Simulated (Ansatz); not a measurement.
# Br2H2HfO2: the cost of one run

Computed with Ansatz 0.2.0, Gaussian basis. Level: the settings change from run to run.

### Step 1. The molecule

The structure was relaxed beforehand with PBE0-D4 in a triple-zeta def2 set. Hf takes a core potential in def2 sets; no spin-orbit term is included.

SMILES `[OH][Hf]([OH])([Br])[Br]`, 7 atoms, charge 0, spin multiplicity 1.

Atoms are counted from 1 here; the program's logs count them from 0.

Bond lengths: O1–Hf2 1.893 Å, O1–H6 0.952 Å, Hf2–O3 1.893 Å, Hf2–Br4 2.514 Å, Hf2–Br5 2.514 Å, O3–H7 0.952 Å. Angles: Hf2–O1–H6 170.8°, O1–Hf2–O3 110.7°, O1–Hf2–Br4 108.9°, O1–Hf2–Br5 108.9°, O3–Hf2–Br4 108.9°, O3–Hf2–Br5 108.9°, Br4–Hf2–Br5 110.7°, Hf2–O3–H7 170.8°.

As a file:

```
O    -1.2587    1.0808    0.3706
Hf   -0.0295   -0.1597   -0.3598
O     1.3602   -0.5292    0.8711
Br   -1.2450   -2.2982   -0.8789
Br    0.9725    0.8215   -2.4461
H    -1.7868    1.7023    0.8614
H     1.9873   -0.6174    1.5818
```

### Step 2. B3LYP5/def2-TZVPP

This run has charge -1, multiplicity 2, finite nuclei, the search for lower states set to full.

in.yaml

```yaml
crystal:
  periodic: [false, false, false]
  atoms:
    - {symbol: O, position_ang: [-1.258666, 1.080796, 0.370568]}
    - {symbol: Hf, position_ang: [-0.029543, -0.159749, -0.359771]}
    - {symbol: O, position_ang: [1.360217, -0.529224, 0.871111]}
    - {symbol: Br, position_ang: [-1.245001, -2.298195, -0.878936]}
    - {symbol: Br, position_ang: [0.972476, 0.821496, -2.446141]}
    - {symbol: H, position_ang: [-1.786802, 1.702278, 0.861398]}
    - {symbol: H, position_ang: [1.987328, -0.617392, 1.581770]}
basis:
  gaussian: {orbitals: def2-TZVPP, nuclear_model: gaussian}
total_charge: -1
magnetization: {spin_polarized: true, initial_magnetization: 1}
hamiltonian: {xc: {name: B3LYP5}}
scf: {lower_state_search: full}
output: {forces: true}
```

On the command line:

```
ansatz run in.yaml --threads 4 --pin off --events-out ev --progress --plain --max-ram 11315MiB
```

**Question.** How long does this run take on 4 threads of Arm Neoverse V2, shared host, and how much memory does it need?

About 2 min, with a peak of 1.5 GiB.
